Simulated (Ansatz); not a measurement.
The system is HfIn4SiO6.

```xyz
12
Lattice="5.2774 0.0000 0.0000 -2.6387 4.5704 0.0000 0.0000 0.0000 10.5590" Properties=species:S:1:pos:R:3 pbc="T T T"
Hf    2.6387    1.5234    0.0000
In    0.0000    0.0000    3.2148
In    0.0000    0.0000    7.3442
In    0.0000    3.0469    8.3331
In    0.0000    3.0469    2.2260
Si    0.0000    0.0000    0.0000
O     3.2747    3.2219    9.5002
O     1.4858    0.1234    1.0589
O     0.8498    1.2250    9.5002
O     2.0027    3.2219    1.0589
O     3.7916    0.1234    9.5002
O     4.4277    1.2250    1.0589
```

The cell was built by a generator and needn't be a form met in nature.

Base run:

```yaml
Program: Ansatz 0.2.0
Functional: revPBE
Potentials_or_basis: all-electron LAPW, scalar-relativistic
Cutoff: 388 eV
Density_cutoff: 1550 eV
Basis_error_allowed: 0.002 eV/atom
k_mesh: 4 × 4 × 2
Occupations: fermi-dirac, width 0.05 eV
Spin: no spin polarisation
```

Its results: band gap on the k mesh 0.39 eV, indirect (least direct gap 1.78 eV); pressure 1.7 GPa; largest force 0.138 eV/Å.

Question: The run is repeated on the same cell with these changes: functional from revPBE to PBE. What comes out?

Answer: Band gap on the k mesh 0.35 eV, indirect (least direct gap 1.71 eV); pressure 0.0 GPa; largest force 0.006 eV/Å.

PBE binds more tightly than revPBE, so the same cell stands under less pressure.

Caveats: spin-orbit coupling is left out, which moves the levels of the heavy elements; the mesh misses the band edges, which the band path finds closer together.

Not every run made on this cell is shown here.
